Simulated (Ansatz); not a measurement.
# FH6NOSi (built from SMILES N.O[SiH2]F): search for a transition state

Aim: find the saddle point of a four-centre ligand exchange that is to form Si1–N7, F2–H6 and break Si1–F2, H6–N7, prove it by its vibrations, and relax downhill on both sides to see what it joins.

Computed with Ansatz 0.2.0, Gaussian basis. Level: PBE0-D4, def2-SVP first, then def2-TZVP.

31 further runs of the same task are left out: 31 set aside as unsound or not needed.

## (1) Starting geometry

The guess: 10 atoms, charge 0, spin multiplicity 1.

Atoms are counted from 1 here; the program's logs count them from 0.

Bond lengths: Si1–H3 1.450 Å, Si1–H4 1.465 Å, Si1–O5 1.612 Å, O5–H8 0.955 Å, N7–H9 1.006 Å, N7–H10 1.006 Å. Angles: H3–Si1–H4 109.3°, H3–Si1–O5 124.5°, H4–Si1–O5 96.3°, Si1–O5–H8 120.0°, H9–N7–H10 110.8°.

Coordinates:

```xyz
10
charge 0, multiplicity 1
Si   -0.5256   -0.1784    0.6460
F     1.2725   -0.9272    0.1716
H    -0.8148   -1.5843    0.8539
H    -1.7819    0.5744    0.6062
O     0.2155    0.7704    1.7185
H     1.0167   -0.4593   -0.9100
N    -0.0271    0.2305   -1.3750
H     1.1215    0.5949    1.9653
H    -0.5970   -0.2197   -2.0707
H     0.1201    1.1987   -1.6059
```

Distances that are to change: Si1–N7 2.12 Å, F2–H6 1.21 Å, Si1–F2 2.00 Å, H6–N7 1.33 Å.

## (2) Constrained relaxation of the guess

hold/in.yaml

```yaml
crystal:
  periodic: [false, false, false]
  atoms:
    - {symbol: Si, position_ang: [-0.525600, -0.178400, 0.646000]}
    - {symbol: F, position_ang: [1.272500, -0.927200, 0.171600]}
    - {symbol: H, position_ang: [-0.814800, -1.584300, 0.853900]}
    - {symbol: H, position_ang: [-1.781900, 0.574400, 0.606200]}
    - {symbol: O, position_ang: [0.215500, 0.770400, 1.718500]}
    - {symbol: H, position_ang: [1.016700, -0.459300, -0.910000]}
    - {symbol: N, position_ang: [-0.027100, 0.230500, -1.375000]}
    - {symbol: H, position_ang: [1.121500, 0.594900, 1.965300]}
    - {symbol: H, position_ang: [-0.597000, -0.219700, -2.070700]}
    - {symbol: H, position_ang: [0.120100, 1.198700, -1.605900]}
basis:
  gaussian: {orbitals: def2-SVP}
hamiltonian: {xc: pbe0, dispersion: d4}
relax: {f_tol: 0.08, max_steps: 120, escape_saddle: false, constraints: [{distance: [0, 6]}, {distance: [1, 5]}, {distance: [0, 1]}, {distance: [5, 6]}]}
```

The command line of these runs was not kept.

Further steps of the session: Saddle search in the small basis; Saddle search in triple zeta; Checking the order of the point; Relaxing after a step of 0.30 Å one way along the mode; Relaxing after a step of 0.30 Å the other way along the mode.

What does the calculation give? Wanted: imaginary mode; barrier from the start side; barrier from the end side; energy of the step; pairs that change; zero-point energy at the saddle.

As calculated:

| quantity | value |
| --- | --- |
| imaginary mode | 442i cm⁻¹ |
| barrier from the start side | 1.133 eV |
| barrier from the end side | 0.605 eV |
| energy of the step | +0.528 eV |
| pairs that change | Si1–N7 formed, F2–H6 formed, Si1–F2 broken, H6–N7 broken |
| zero-point energy at the saddle | 1.932 eV |

**Reading.** One imaginary mode, 442i cm⁻¹, makes this a first-order saddle. It joins the planned start and end. At PBE0-D4/def2-TZVP the electronic barrier is 1.133 eV, about 44 kT at 298 K, and the step runs 0.528 eV uphill. These are plain relaxations, not an intrinsic reaction coordinate.
